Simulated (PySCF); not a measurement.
# The bond of SnI, level by level

One table from this session's results is given with a row withheld; the runs are named, their logs left out.

Program: PySCF 2.14.0. Level of theory: Sn def2-SVP with ECP28, I def2-SVP with ECP28, scalar-relativistic core potentials. These are calculated values, not measurements.

The first run:

A driver script around PySCF takes these settings:

| Quantity | Value |
| --- | --- |
| atoms | Sn, I |
| charge | 0 |
| basis | Sn def2-SVP with ECP28, I def2-SVP with ECP28 |
| Hamiltonian | scalar-relativistic core potentials |
| basis functions | 52 |
| electrons treated | 47 |
| masses in u | 119.9022, 126.9045 |
| levels | PBE0, PBE, r²SCAN, BLYP, MN15, r²SCAN0, LC-ωPBE, HF, MP2, SCS-MP2, CCSD, CCSD(T) |
| grid | 80 radial by 434 angular points |
| occupations | held fixed by the projection of orbital angular momentum |
| dissociation limit | Sn + I, each in its ground configuration |
| starting distance in angstrom | 2.660 |
| values of 2S to try | 1, 3 |

Run with:

```bash
OMP_NUM_THREADS=1 python dia.py task.json out
```

Steps of the session up to this table: The job; The PBE0 curve of the state that the search chose; Excited determinants; PBE; r²SCAN (meta-GGA); BLYP (GGA); MN15 (hybrid meta-GGA); r²SCAN0 (hybrid meta-GGA); LC-ωPBE; UHF (mean field); Adding correlation.

One of the session's tables, all rows but one given; the rest of the session is left out.

It belongs to the step «Constants by level of theory». 

| level | Re (Å) | ωe (cm⁻¹) | De (eV) |
| --- | --- | --- | --- |
| UHF | 2.774 | 189.0 | 1.80 |
| UHF-MP2 | 2.743 | 199.1 | 2.67 |
| UHF-SCS-MP2 | 2.755 | 195.3 | 2.57 |
| UHF-CCSD | 2.756 | 194.9 | 2.50 |
| UHF-CCSD(T) | 2.758 | 194.3 | 2.59 |
| PBE | 2.757 | 189.8 | 3.19 |
| BLYP | ? | ? | ? |
| r²SCAN | 2.739 | 195.4 | 3.10 |
| PBE0 | 2.735 | 196.6 | 3.03 |
| r²SCAN0 | 2.726 | 199.6 | 2.96 |
| MN15 | 2.732 | 196.3 | 2.91 |
| LC-ωPBE | 2.707 | 205.1 | 2.74 |

**Question.** Estimate the row for BLYP.

As computed: Re (Å): 2.793; ωe (cm⁻¹): 180.8; De (eV): 3.05. In the column «Re (Å)» it is the highest.
